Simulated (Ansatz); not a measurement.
**CH5BN2O: one species, many methods**

One table from this session's results is given with a row withheld; the runs are named, their logs left out.

The runs use Ansatz 0.2.0, Gaussian basis; functionals in def2-TZVPP, the program's frozen cores in correlated methods.

Levels to be run: PBE-D4, r2SCAN-D4, PBE0-D4, B3LYP-D4, ωB97X-V, ωB97M-V, B2PLYP; CCSD(T)/def2-TZVPP; CCSD(T)/def2-QZVPP; extrapolation to the limit.

## The relaxed structure

An earlier PBE0-D4 in a triple-zeta def2 set relaxation fixed the geometry.

SMILES `N=C(N)BO`, 10 atoms, charge 0, spin multiplicity 1.

Atoms are counted from 1 here; the program's logs count them from 0.

Bond lengths: N1–C2 1.283 Å, N1–H6 1.024 Å, C2–N3 1.368 Å, C2–B4 1.577 Å, N3–H7 1.005 Å, N3–H8 1.006 Å, B4–O5 1.355 Å, B4–H9 1.195 Å, O5–H10 0.960 Å. Angles: C2–N1–H6 111.8°, N1–C2–N3 126.7°, N1–C2–B4 116.8°, N3–C2–B4 116.5°, C2–N3–H7 118.6°, C2–N3–H8 120.3°, H7–N3–H8 117.2°, C2–B4–O5 116.9°, C2–B4–H9 121.3°, O5–B4–H9 121.8°, B4–O5–H10 113.8°.

Set-up of the first run:

Input file in.yaml:

```yaml
crystal:
  periodic: [false, false, false]
  atoms:
    - {symbol: N, position_ang: [-1.391089, 0.826847, 0.878041]}
    - {symbol: C, position_ang: [-0.398397, 0.158887, 0.415857]}
    - {symbol: N, position_ang: [0.423220, -0.677018, 1.121064]}
    - {symbol: B, position_ang: [-0.105444, 0.297530, -1.126997]}
    - {symbol: O, position_ang: [0.998538, -0.329018, -1.599783]}
    - {symbol: H, position_ang: [-1.502184, 0.692920, 1.886944]}
    - {symbol: H, position_ang: [1.261870, -1.011648, 0.680040]}
    - {symbol: H, position_ang: [0.397181, -0.684886, 2.126498]}
    - {symbol: H, position_ang: [-0.821223, 0.935909, -1.839678]}
    - {symbol: H, position_ang: [1.137528, -0.209513, -2.541996]}
basis:
  gaussian: {orbitals: def2-TZVPP}
hamiltonian: {xc: pbe, dispersion: d4}
output: {forces: true, orbitals: {seedname: orbitals}}
```

Started as:

```bash
> ansatz run in.yaml --threads 2 --pin off --events-out ev --progress --plain --max-ram 32768MiB --backend cpu
```

Among the steps run: PBE-D4 (GGA); r2SCAN-D4 (meta-GGA); PBE0-D4 (hybrid); B3LYP-D4 (hybrid); ωB97X-V (range-separated); ωB97M-V (range-separated); B2PLYP (double hybrid); CCSD(T) in def2-TZVPP; CCSD(T) in def2-QZVPP.

One of the session's tables, all rows but one given; the rest of the session is left out.

It belongs to the step «Atomisation energies». 

| method | atomisation energy (kcal/mol) |
| --- | --- |
| PBE-D4 | 982.5 |
| r2SCAN-D4 | 948.8 |
| PBE0-D4 | 952.6 |
| B3LYP-D4 | 954.2 |
| ωB97X-V | 950.6 |
| ωB97M-V | 953.6 |
| B2PLYP | 941.8 |
| HF/def2-TZVPP | 645.1 |
| MP2/def2-TZVPP | 938.3 |
| CCSD/def2-TZVPP | 896.9 |
| CCSD(T)/def2-TZVPP | 915.0 |
| MP2/CBS | ? |
| CCSD(T)/CBS | 943.5 |

Q: Estimate the row for MP2/CBS from the others.

The run gave: atomisation energy (kcal/mol): 967.8. In the column «atomisation energy (kcal/mol)» it lies between B3LYP-D4 (954.2) and PBE-D4 (982.5).
